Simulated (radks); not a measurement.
**N in [He] 2s1 2p3 3p1: an all-electron calculation**

The task here is to estimate one member of a computed series from the others.

Program: radks (a radial shooting solver on a logarithmic mesh, Libxc functionals) version 1. Level of theory: scalar-relativistic Kohn-Sham, PBE, spin-polarised, spherical densities, finite nucleus; open shells are filled with parallel spins first. These are calculated values, not measurements, unless marked.

## The system

| Quantity | Value |
| --- | --- |
| element | nitrogen (Z = 7) |
| charge | 0 |
| electrons | 7 |
| configuration | [He] 2s1 2p3 3p1 |
| nuclear rms radius | 2.5582 fm |

The outer shells:

N
```
[He] core
2s [↑ ]
2p [↑ ][↑ ][↑ ]
3p [↑ ][  ][  ]
```

Set-up of the first run:

Input:

```text
Z 7
configuration [He] 2s1 2p3 3p1 3s0 3d0
relativity scalar-relativistic
functional pbe,pbe
spin polarised
nucleus finite rms 2.5582 fm
c 137.035999084
```

One of the session's tables, all rows but one given; the rest of the session is left out.

It belongs to the step «Orbitals and density». Radial moments (bohr):

| level | <r> | outermost maximum (interpolated) | 90 % within | nodes |
| --- | --- | --- | --- | --- |
| 1s up | 0.2300 | 0.148 | 0.413 | 0 |
| 1s down | 0.2290 | 0.148 | 0.411 | 0 |
| 2s up | ? | ? | ? | ? |
| 2p up | 1.251 | 0.911 | 2.10 | 0 |
| 3s up | 5.061 | 4.37 | 7.62 | 2 |
| 3p up | 6.392 | 5.54 | 9.65 | 1 |

**Question.** Estimate the row for 2s up.

The run gave: <r>: 1.229; outermost maximum (interpolated): 0.982; 90 % within: 1.94; nodes: 1. In the column «<r>» it lies between 1s up (0.2300) and 2p up (1.251).
